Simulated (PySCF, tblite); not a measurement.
# C8H15BO: geometry, infrared bands and NMR shifts

Wanted: the infrared bands and NMR shifts of C8H15BO (`B[C@@H](C)CO/C=C/C1CC1`), by calculation.

Programs: tblite 0.8.0 and PySCF 2.14.0, with density-fitted response routines of our own. Each step states its level of theory. These are calculated values for one molecule in the gas phase, unless marked as measured. Atoms are numbered from 0 throughout.

**1. Starting geometry**

25 atoms, charge 0, multiplicity 1; geometry from: force field or distance geometry start.

Bonds of the start (Å): B0–C1 1.60, C1–C2 1.50, C1–C3 1.52, C3–O4 1.38, O4–C5 1.39, C5–C6 1.32, C6–C7 1.48, C7–C8 1.53, C8–C9 1.51, C9–C7 1.49, B0–H10 1.18, B0–H11 1.19, C1–H12 1.09, C2–H13 1.13, C2–H14 1.10, C2–H15 1.11, C3–H16 1.13, C3–H17 1.09, C5–H18 1.08, C6–H19 1.11, C7–H20 1.11, C8–H21 1.11, C8–H22 1.11, C9–H23 1.10, C9–H24 1.12.

**2. Relaxing the molecule with GFN2-xTB**

Job settings and geometry (Å):

```
{"job": {"kind": "relax", "xc": "GFN2-xTB", "basis": "xTB"}, "charge": 0, "multiplicity": 1}
B     -3.337100    -0.953700     1.449200
C     -2.769200    -0.550200     0.013700
C     -3.479100     0.706200    -0.385600
C     -1.283600    -0.302500     0.213400
O     -0.619900     0.049100    -0.940900
C      0.745100     0.297400    -0.871200
C      1.441200     0.140400     0.243100
C      2.890000     0.387500     0.392600
C      3.824400    -0.590400    -0.323200
C      3.726400     0.852900    -0.754100
H     -3.408500    -2.105100     1.698300
H     -3.108800    -0.206500     2.344900
H     -2.888300    -1.356600    -0.707000
H     -4.534900     0.598700     0.003000
H     -3.541500     0.772100    -1.477200
H     -2.986500     1.571100     0.113200
H     -0.777600    -1.229400     0.625300
H     -1.173100     0.461800     0.980700
H      1.226500     0.636000    -1.771600
H      0.917100    -0.204300     1.155500
H      3.233200     0.716500     1.398100
H      3.392800    -1.360300    -0.991300
H      4.684000    -0.907700     0.303000
H      3.175300     1.150900    -1.654600
H      4.641300     1.450000    -0.490500
```

The run is started by

```console
OMP_NUM_THREADS=1 python probes_run.py task.json out
```

The driver reads the jobs from task.json and runs them one after another.

**Question.** This job is followed by: GFN2-xTB harmonic vibrations, gas phase; GIAO PBE0/pcSseg-1 NMR shielding, non-relativistic, gas phase. Predict these results of the whole session: strongest single infrared mode (GFN2-xTB); zero-point energy (GFN2-xTB); ¹³C shifts against TMS (PBE0/pcSseg-1); ¹H shifts against TMS (PBE0/pcSseg-1, means over atoms taken as alike); ¹¹B shifts against BF3·OEt2 (PBE0/pcSseg-1); ¹⁷O shifts against H2O (PBE0/pcSseg-1); surface potential, 1st and 99th percentile.

As calculated:

```
                                                              quantity                                                                       value
                             strongest single infrared mode (GFN2-xTB)                                                       1189 cm⁻¹, 243 km/mol
                                          zero-point energy (GFN2-xTB)                                                              132.0 kcal/mol
                                ¹³C shifts against TMS (PBE0/pcSseg-1)                         151.0, 107.8, 74.5, 45.2, 16.6, 15.6, 15.1, 9.6 ppm
¹H shifts against TMS (PBE0/pcSseg-1, means over atoms taken as alike)  7.93, 6.27, 5.31, 4.30, 3.50, 1.47, 1.44, 0.99, 0.86, 0.84, 0.29, 0.27 ppm
                           ¹¹B shifts against BF3·OEt2 (PBE0/pcSseg-1)                                                                    91.1 ppm
                                ¹⁷O shifts against H2O (PBE0/pcSseg-1)                                                                   131.8 ppm
                                 surface potential, 1st and 99th percentile                                                          -1.03 V and 1.48 V
```

The optimisation took 164 steps and gained 0.864 eV; among the close pairs (by a distance rule), C9–H24 changed most, from 1.124 to 1.080 Å. All 69 modes are real, so the xTB geometry is a minimum. The strongest single mode, at 1189 cm⁻¹, is spread over many atoms; the largest shares are those of O4, C5. Unscaled tight-binding wavenumbers are off by several per cent, some by more. Its intensities can rank the bands wrongly. The most deshielded carbon is C5 (alkene carbon bearing oxygen), at 151.0 ppm: an sp2 carbon further deshielded by the attached heteroatom. At PBE0/pcSseg-1: The widest tensor belongs to B0: span 190 ppm, with a paramagnetic part of -182 ppm. At PBE0/pcSseg-1, counted by nearest atom on the grid, the HOMO lies on C6 28 %; C5 20 %, the LUMO on B0 51 %; H10, H11 about 15 % each.
